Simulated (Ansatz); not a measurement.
# C₂H₅ClSi: small, medium and large basis sets

An exercise on one series of results from a longer session: the logs are not shown, and one member is left open.

Method: one geometry, several basis sets; program: Ansatz 0.2.0, Gaussian basis.

Plan: PBE0-D4/def2-SVP; ωB97M-V/def2-SVP; PBE0-D4/def2-QZVPP; ωB97M-V/def2-QZVPP; the functionals' def2-TZVPP values are taken from earlier runs.

### Structure used throughout

The geometry comes from an earlier relaxation with PBE0-D4 in a triple-zeta def2 set; it is a stationary point, not always the lowest conformer.

SMILES `CC[Si]Cl`, 9 atoms, charge 0, spin multiplicity 1.

Atoms are counted from 1 here; the program's logs count them from 0.

Bond lengths: C1–C2 1.519 Å, C1–H5 1.093 Å, C1–H6 1.092 Å, C1–H7 1.092 Å, C2–Si3 1.893 Å, C2–H8 1.103 Å, C2–H9 1.103 Å, Si3–Cl4 2.091 Å. Angles: C2–C1–H5 111.6°, C2–C1–H6 111.2°, C2–C1–H7 111.2°, H5–C1–H6 107.9°, H5–C1–H7 107.9°, H6–C1–H7 106.8°, C1–C2–Si3 123.2°, C1–C2–H8 111.3°, C1–C2–H9 111.3°, Si3–C2–H8 103.0°, Si3–C2–H9 103.0°, H8–C2–H9 102.8°, C2–Si3–Cl4 101.5°.

As a file:

| atom | x (Å) | y (Å) | z (Å) |
| --- | --- | --- | --- |
| C1 | 0.3981 | 0.8554 | 0.1051 |
| C2 | -0.6900 | -0.1327 | -0.2772 |
| Si3 | -0.4987 | -2.0065 | -0.0904 |
| Cl4 | 1.4331 | -2.1520 | 0.6972 |
| H5 | 0.0882 | 1.8869 | -0.0813 |
| H6 | 1.3139 | 0.6734 | -0.4605 |
| H7 | 0.6569 | 0.7692 | 1.1620 |
| H8 | -1.6294 | 0.0766 | 0.2623 |
| H9 | -0.9837 | -0.0168 | -1.3343 |

The first run:

Contents of in.yaml:

```yaml
crystal:
  periodic: [false, false, false]
  atoms:
    - {symbol: C, position_ang: [0.398100, 0.855407, 0.105051]}
    - {symbol: C, position_ang: [-0.690025, -0.132733, -0.277169]}
    - {symbol: Si, position_ang: [-0.498666, -2.006517, -0.090422]}
    - {symbol: Cl, position_ang: [1.433118, -2.151975, 0.697206]}
    - {symbol: H, position_ang: [0.088235, 1.886944, -0.081288]}
    - {symbol: H, position_ang: [1.313905, 0.673403, -0.460470]}
    - {symbol: H, position_ang: [0.656942, 0.769205, 1.162038]}
    - {symbol: H, position_ang: [-1.629384, 0.076623, 0.262252]}
    - {symbol: H, position_ang: [-0.983727, -0.016757, -1.334297]}
basis:
  gaussian: {orbitals: def2-SVP}
hamiltonian: {xc: pbe0, dispersion: d4}
output: {orbitals: {seedname: orbitals}}
```

Among the steps run: PBE0-D4 in def2-SVP; ωB97M-V in def2-SVP; PBE0-D4 in def2-QZVPP; ωB97M-V in def2-QZVPP.

One of the session's tables, all rows but one given; the rest of the session is left out.

It belongs to the step «Density functionals: the series». 

```
functional       basis  HOMO (eV)  LUMO (eV)
   PBE0-D4    def2-SVP      -6.49      -2.31
   PBE0-D4  def2-TZVPP      -6.55      -2.35
   PBE0-D4  def2-QZVPP      -6.58      -2.39
   ωB97M-V    def2-SVP      -8.55      -0.24
   ωB97M-V  def2-TZVPP          ?          ?
   ωB97M-V  def2-QZVPP      -8.66      -0.44
```

Estimate the missing values for ωB97M-V, def2-TZVPP.

**Answer.** HOMO (eV): -8.63; LUMO (eV): -0.36. In the column «HOMO (eV)» it lies between ωB97M-V, def2-QZVPP (-8.66) and ωB97M-V, def2-SVP (-8.55).
